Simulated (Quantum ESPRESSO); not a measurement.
# AlCl2 (P4mm) in Quantum ESPRESSO: further runs

Aim: see how the results for AlCl2 move with the level of theory and the settings. Levels: LDA, PBE. Tasks: phonons.

All numbers are computed with Quantum ESPRESSO 7.5; they aren't measurements. Logs are shortened: lines on timing, memory, paths and dates and some standing lists are left out, and cuts for length are marked.

### Step 1. The crystal as given

The structure is tetragonal, space group P4mm (No. 99). Conventional cell: a = 4.627 Å, b = 4.627 Å, c = 3.772 Å, α = 90.00°, β = 90.00°, γ = 90.00°. Around Al (site symmetry 4mm) lie 4 Cl at 2.39 Å. Cl (site symmetry 2mm) has 2 Al at 2.39 Å as nearest neighbours.

The cell was built by a generator and needn't be a form met in nature.

### Step 2. Phonons, LDA

Input file pw.in:

```
&CONTROL
  calculation = 'scf'
  prefix = 'pwscf'
  outdir = './tmp'
  pseudo_dir = './pseudo'
  tprnfor = .true.
  tstress = .true.
  disk_io = 'low'
/
&SYSTEM
  ibrav = 0
  celldm(1) = 8
  nat = 3
  ntyp = 2
  ecutwfc = 56
  nbnd = 15
  occupations = 'smearing'
  smearing = 'fd'
  degauss = 0.00367493
/
&ELECTRONS
  conv_thr = 6d-10
  electron_maxstep = 120
  mixing_beta = 0.5
/
ATOMIC_SPECIES
Al    26.9815 Al.upf
Cl    35.4500 Cl.upf
CELL_PARAMETERS alat
  1.0928613573762   0.0000000000000   0.0000000000000
  0.0000000000000   1.0928613573762   0.0000000000000
  0.0000000000000   0.0000000000000   0.8910310885183
ATOMIC_POSITIONS crystal
Al     0.0000000000    0.0000000000    0.5210344500
Cl     0.5000000000    0.0000000000    0.3620176100
Cl     0.0000000000    0.5000000000    0.3620176100
K_POINTS automatic
4 4 6 1 1 1
```

Input file relax.in:

```
&CONTROL
  calculation = 'vc-relax'
  prefix = 'pwscf'
  outdir = './tmp'
  pseudo_dir = './pseudo'
  tprnfor = .true.
  tstress = .true.
  disk_io = 'low'
  nstep = 40
  forc_conv_thr = 0.0001
  etot_conv_thr = 1d-06
/
&SYSTEM
  ibrav = 0
  celldm(1) = 8
  nat = 3
  ntyp = 2
  ecutwfc = 56
  nbnd = 15
  occupations = 'smearing'
  smearing = 'fd'
  degauss = 0.00367493
/
&ELECTRONS
  conv_thr = 6d-10
  electron_maxstep = 120
  mixing_beta = 0.5
/
&IONS
  ion_dynamics = 'bfgs'
/
&CELL
  cell_dynamics = 'bfgs'
  press = 0
  press_conv_thr = 0.2
/
ATOMIC_SPECIES
Al    26.9815 Al.upf
Cl    35.4500 Cl.upf
CELL_PARAMETERS alat
  1.0928613573762   0.0000000000000   0.0000000000000
  0.0000000000000   1.0928613573762   0.0000000000000
  0.0000000000000   0.0000000000000   0.8910310885183
ATOMIC_POSITIONS crystal
Al     0.0000000000    0.0000000000    0.5210344500
Cl     0.5000000000    0.0000000000    0.3620176100
Cl     0.0000000000    0.5000000000    0.3620176100
K_POINTS automatic
4 4 6 1 1 1
```

Input file scf2.in:

```
&CONTROL
  calculation = 'scf'
  prefix = 'pwscf'
  outdir = './tmp'
  pseudo_dir = './pseudo'
  tprnfor = .true.
  tstress = .true.
  disk_io = 'low'
/
&SYSTEM
  ibrav = 0
  celldm(1) = 8
  nat = 3
  ntyp = 2
  ecutwfc = 56
  nbnd = 15
  occupations = 'smearing'
  smearing = 'fd'
  degauss = 0.00367493
/
&ELECTRONS
  conv_thr = 1d-13
  electron_maxstep = 120
  mixing_beta = 0.5
  startingpot = 'file'
  startingwfc = 'file'
/
ATOMIC_SPECIES
Al    26.9815 Al.upf
Cl    35.4500 Cl.upf
CELL_PARAMETERS alat
  1.0995905778323   0.0000000000000   0.0000000000000
  0.0000000000000   1.0995905778323   0.0000000000000
  0.0000000000000   0.0000000000000   0.7969722880362
ATOMIC_POSITIONS crystal
Al     0.0000000000    0.0000000000    0.4150006674
Cl     0.5000000000    0.0000000000    0.4150345013
Cl     0.0000000000    0.5000000000    0.4150345013
K_POINTS automatic
4 4 6 1 1 1
```

Input file ph.in:

```
phonons of AlCl2
&INPUTPH
  prefix = 'pwscf'
  outdir = './tmp'
  tr2_ph = 1d-18
  fildyn = 'dyn'
  niter_ph = 90
  alpha_mix(1) = 0.4
/
0.0000000000 0.0000000000 0.0000000000
```

Input file dynmat.in:

```
&INPUT
  fildyn = 'dyn'
  asr = 'crystal'
  filout = 'dynmat.disp'
  fileig = 'dynmat.eig'
/
```

Potentials or basis: PseudoDojo 0.4.1 SR LDA standard.

The run is started by

```sh
$ OMP_NUM_THREADS=1 pw.x -in pw.in > pw.out
$ OMP_NUM_THREADS=1 pw.x -in relax.in > relax.out
$ OMP_NUM_THREADS=1 pw.x -in scf2.in > scf2.out
$ OMP_NUM_THREADS=1 ph.x -in ph.in > ph.out
$ OMP_NUM_THREADS=1 dynmat.x -in dynmat.in > dynmat.out
```

pw.out:

```text
This program is part of the open-source Quantum ESPRESSO suite
     for quantum simulation of materials; please cite
[... 9 lines left out ...]
     --------------------
     sticks:   dense  smooth     PW     G-vecs:    dense   smooth      PW
     Sum        1361    1361    385                30721    30721    4747

     Using Slab Decomposition

     bravais-lattice index     =            0
     lattice parameter (alat)  =       8.0000  a.u.
     unit-cell volume          =     544.8701 (a.u.)^3
     number of atoms/cell      =            3
     number of atomic types    =            2
     number of electrons       =        17.00
     number of Kohn-Sham states=           15
     kinetic-energy cutoff     =      56.0000  Ry
     charge density cutoff     =     224.0000  Ry
     scf convergence threshold =      6.0E-10
     mixing beta               =       0.5000
     number of iterations used =            8  plain     mixing
     Exchange-correlation= SLA  PW   NOGX NOGC
                           (   1   4   0   0   0   0   0)

     celldm(1)=   8.000000  celldm(2)=   0.000000  celldm(3)=   0.000000
     celldm(4)=   0.000000  celldm(5)=   0.000000  celldm(6)=   0.000000

     crystal axes: (cart. coord. in units of alat)
               a(1) = (   1.092861   0.000000   0.000000 )
               a(2) = (   0.000000   1.092861   0.000000 )
               a(3) = (   0.000000   0.000000   0.891031 )

     reciprocal axes: (cart. coord. in units 2 pi/alat)
               b(1) = (  0.915029  0.000000  0.000000 )
               b(2) = (  0.000000  0.915029  0.000000 )
               b(3) = (  0.000000  0.000000  1.122295 )

     PseudoPot. # 1 for Al read from file:
     Al.upf
     Pseudo is Norm-conserving + core correction, Zval =  3.0
     Generated using ONCVPSP code by D. R. Hamann
     Using radial grid of 1854 points,  6 beta functions with:
                l(1) =   0
                l(2) =   0
                l(3) =   1
                l(4) =   1
                l(5) =   2
                l(6) =   2

     PseudoPot. # 2 for Cl read from file:
     Cl.upf
     Pseudo is Norm-conserving + core correction, Zval =  7.0
     Generated using ONCVPSP code by D. R. Hamann
     Using radial grid of 1016 points,  6 beta functions with:
                l(1) =   0
                l(2) =   0
                l(3) =   1
                l(4) =   1
                l(5) =   2
                l(6) =   2

     atomic species   valence    mass     pseudopotential
     Al                3.00    26.98150     Al( 1.00)
     Cl                7.00    35.45000     Cl( 1.00)

      8 Sym. Ops. (no inversion) found

   Cartesian axes

     site n.     atom                  positions (alat units)
         1        Al     tau(   1) = (   0.0000000   0.0000000   0.4642579  )
         2        Cl     tau(   2) = (   0.5464307   0.0000000   0.3225689  )
         3        Cl     tau(   3) = (   0.0000000   0.5464307   0.3225689  )

     number of k points=     9  Fermi-Dirac smearing, width (Ry)=  0.0037
                       cart. coord. in units 2pi/alat
        k(    1) = (   0.1143786   0.1143786   0.0935246), wk =   0.1666667
        k(    2) = (   0.1143786   0.1143786   0.2805738), wk =   0.1666667
        k(    3) = (   0.1143786   0.1143786   0.4676230), wk =   0.1666667
        k(    4) = (   0.1143786   0.3431359   0.0935246), wk =   0.3333333
        k(    5) = (   0.1143786   0.3431359   0.2805738), wk =   0.3333333
        k(    6) = (   0.1143786   0.3431359   0.4676230), wk =   0.3333333
        k(    7) = (   0.3431359   0.3431359   0.0935246), wk =   0.1666667
        k(    8) = (   0.3431359   0.3431359   0.2805738), wk =   0.1666667
        k(    9) = (   0.3431359   0.3431359   0.4676230), wk =   0.1666667

     Dense  grid:    30721 G-vectors     FFT dimensions: (  45,  45,  36)

     Initial potential from superposition of free atoms

     starting charge      16.9978, renormalised to      17.0000
     Starting wfcs are   12 randomized atomic wfcs +    3 random wfcs

     Self-consistent Calculation

     iteration #  1     ecut=    56.00 Ry     beta= 0.50
     Davidson diagonalization with overlap
     ethr =  1.00E-02,  avg # of iterations =  7.9

     Threshold (ethr) on eigenvalues was too large:
     Diagonalizing with lowered threshold

     Davidson diagonalization with overlap
     ethr =  4.81E-04,  avg # of iterations =  2.0

     total energy              =     -70.46817385 Ry
     estimated scf accuracy    <       0.08079283 Ry

     iteration #  2     ecut=    56.00 Ry     beta= 0.50
     Davidson diagonalization with overlap
     ethr =  4.75E-04,  avg # of iterations =  2.3

     total energy              =     -70.48516658 Ry
     estimated scf accuracy    <       0.00447301 Ry

     iteration #  3     ecut=    56.00 Ry     beta= 0.50
     Davidson diagonalization with overlap
     c_bands:  1 eigenvalues not converged
     ethr =  2.63E-05,  avg # of iterations = 11.0

     total energy              =     -70.48560135 Ry
     estimated scf accuracy    <       0.00064675 Ry

     iteration #  4     ecut=    56.00 Ry     beta= 0.50
     Davidson diagonalization with overlap
     ethr =  3.80E-06,  avg # of iterations =  2.9

     total energy              =     -70.48566363 Ry
     estimated scf accuracy    <       0.00001827 Ry

     iteration #  5     ecut=    56.00 Ry     beta= 0.50
     Davidson diagonalization with overlap
     ethr =  1.07E-07,  avg # of iterations =  3.8

     total energy              =     -70.48566987 Ry
     estimated scf accuracy    <       0.00000160 Ry
[... 12 lines left out ...]
     total energy              =     -70.48567032 Ry
     estimated scf accuracy    <       0.00000001 Ry

     iteration #  8     ecut=    56.00 Ry     beta= 0.50
     Davidson diagonalization with overlap
     ethr =  8.20E-11,  avg # of iterations =  1.9

     total energy              =     -70.48567032 Ry
     estimated scf accuracy    <          1.5E-09 Ry

     iteration #  9     ecut=    56.00 Ry     beta= 0.50
     Davidson diagonalization with overlap
     ethr =  8.98E-12,  avg # of iterations =  2.8

     End of self-consistent calculation

          k = 0.1144 0.1144 0.0935 (  3883 PWs)   bands (ev):

   -13.4482 -12.4313  -3.6896  -2.9287  -1.0560  -0.4215   0.0771   0.2760
     1.4832   5.9743   8.2256   9.2050   9.2918   9.7658  11.3577

          k = 0.1144 0.1144 0.2806 (  3874 PWs)   bands (ev):

   -13.3745 -12.3794  -3.5671  -2.8343  -1.8584  -0.3980  -0.3407   0.3275
     2.0214   5.5380   7.9238   8.3085   9.3200   9.5748  11.9314

          k = 0.1144 0.1144 0.4676 (  3858 PWs)   bands (ev):

   -13.2980 -12.3263  -3.4348  -2.7345  -2.4834  -0.8218  -0.2555   0.3802
     2.6715   4.5033   7.5592   7.6589   9.5606  10.0676  11.4711

          k = 0.1144 0.3431 0.0935 (  3860 PWs)   bands (ev):

   -13.1533 -12.7234  -4.2817  -2.4223  -1.1792  -0.6146  -0.1905   0.0462
     2.9915   6.6157   7.5638   8.6838   9.5106  10.1342  10.9346
[... 13 lines left out ...]
   -12.9858 -12.8051  -5.3065  -1.9384  -1.1491  -0.4488  -0.2588   0.8471
     3.6749   6.3975   7.1553   8.1275   9.0194   9.8991  10.6264

          k = 0.3431 0.3431 0.2806 (  3837 PWs)   bands (ev):

   -12.9233 -12.7469  -5.1240  -1.8225  -1.1180  -1.1019  -0.8092   0.8916
     3.0769   5.9907   7.6527   8.5225   9.0875  10.5066  10.5266

          k = 0.3431 0.3431 0.4676 (  3858 PWs)   bands (ev):

   -12.8589 -12.6870  -4.9186  -1.7184  -1.6345  -1.3593  -1.0055   0.9359
     2.3633   6.0709   7.9593   8.0945   9.2429  10.5241  11.0049

     the Fermi energy is     3.0495 ev

!    total energy              =     -70.48567032 Ry
     estimated scf accuracy    <          3.4E-11 Ry
     smearing contrib. (-TS)   =      -0.00138509 Ry
     internal energy E=F+TS    =     -70.48428522 Ry

     The total energy is F=E-TS. E is the sum of the following terms:
     one-electron contribution =     -15.75862513 Ry
     hartree contribution      =      14.29225062 Ry
     xc contribution           =     -19.92962296 Ry
     ewald contribution        =     -49.08828774 Ry

     convergence has been achieved in   9 iterations

     Forces acting on atoms (cartesian axes, Ry/au):

     atom    1 type  1   force =     0.00000000    0.00000000   -0.01439451
     atom    2 type  2   force =     0.00000000    0.00000000    0.00719725
     atom    3 type  2   force =     0.00000000    0.00000000    0.00719725

     Total force =     0.017630     Total SCF correction =     0.000011

     Computing stress (Cartesian axis) and pressure

          total   stress  (Ry/bohr**3)                   (kbar)     P=      -22.60
  -0.00013802   0.00000000   0.00000000          -20.30        0.00        0.00
   0.00000000  -0.00013802   0.00000000            0.00      -20.30        0.00
   0.00000000   0.00000000  -0.00018488            0.00        0.00      -27.20

=------------------------------------------------------------------------------=
   JOB DONE.
=------------------------------------------------------------------------------=
```

relax.out:

```text
This program is part of the open-source Quantum ESPRESSO suite
     for quantum simulation of materials; please cite
[... 9 lines left out ...]
     --------------------
     sticks:   dense  smooth     PW     G-vecs:    dense   smooth      PW
     Sum        1361    1361    385                30721    30721    4747
[... 424 lines left out ...]
  -0.00000012   0.00000000   0.00000000           -0.02        0.00        0.00
   0.00000000  -0.00000012   0.00000000            0.00       -0.02        0.00
   0.00000000   0.00000000  -0.00000307            0.00        0.00       -0.45

=------------------------------------------------------------------------------=
   JOB DONE.
=------------------------------------------------------------------------------=
```

Run time: 5 min. Hardware: 1 thread of Intel Xeon Platinum 8259CL at 2.50GHz (Skylake/Cascade Lake), shared host; peak memory 0.07 GiB.

What came out:

```
Free energy                            : -959.1530 eV
Relaxed volume                         : 24.37 Å³/atom
Relaxed cell                           : a = 4.655 Å, b = 4.655 Å, c = 3.374 Å, α = 90.00°, β = 90.00°, γ = 90.00°
Space group after relaxing (to 0.05 Å) : P4/mmm (No. 123)
Pressure after relaxing                : 0.0 GPa
Band gap on the k mesh                 : none (metal or under the smearing width)
Highest phonon frequency at Γ          : 271 cm⁻¹
Most unstable mode                     : 40i cm⁻¹
```

The path:
```tsv
step	energy change (eV)	largest force (eV/Å)	pressure (GPa)	volume (Å³)
1	0.0000	0.3701	-2.26	80.74
2	-0.0162	0.3148	-1.87	79.81
3	-0.0340	0.2462	-1.37	78.62
4	-0.0524	0.1641	-0.74	77.09
5	-0.0701	0.0728	0.06	75.15
6	-0.0867	0.0135	1.00	72.77
7	-0.1030	0.0576	1.75	70.45
8	-0.1192	0.0470	1.88	68.85
9	-0.1314	0.0118	1.04	69.51
10	-0.1362	0.0779	0.04	71.24
11	-0.1364	0.0750	0.06	71.14
12	-0.1368	0.0713	0.08	71.08
13	-0.1373	0.0668	0.10	71.07
14	-0.1382	0.0610	0.12	71.11
15	-0.1395	0.0535	0.12	71.24
16	-0.1412	0.0435	0.11	71.47
17	-0.1435	0.0310	0.07	71.87
18	-0.1458	0.0170	-0.01	72.46
19	-0.1472	0.0056	-0.07	73.04
20	-0.1473	0.0021	-0.02	73.12
21	-0.1474	0.0011	-0.02	73.15
22	-0.1474	0.0006	-0.01	73.14
23	-0.1474	0.0000	0.00	73.11
```

Final structure:
```
Al Cl
1.0
     4.65503    0.00000    0.00000
     0.00000    4.65503    0.00000
     0.00000    0.00000    3.37392
Al Cl
1 2
Direct
  0.00000 0.00000 0.41500
  0.50000 0.00000 0.41503
  0.00000 0.50000 0.41503
```

Phonon frequencies in cm⁻¹ (negative: imaginary):
| q point | frequencies |
| --- | --- |
| (0.000, 0.000, 0.000) | -40 -1 -1 0 35 100 100 271 271 |

Caveat: the k mesh is coarse; the mesh is thin for the phonons of a metal; some modes are imaginary; the layers were relaxed without a dispersion term, so their spacing and the soft interlayer modes are unreliable; the cell relaxed to another space group than the one typed; an odd number of electrons without spin polarisation forces a metal; a magnetic or distorted state may lie lower.

[end of part 1 of 2]
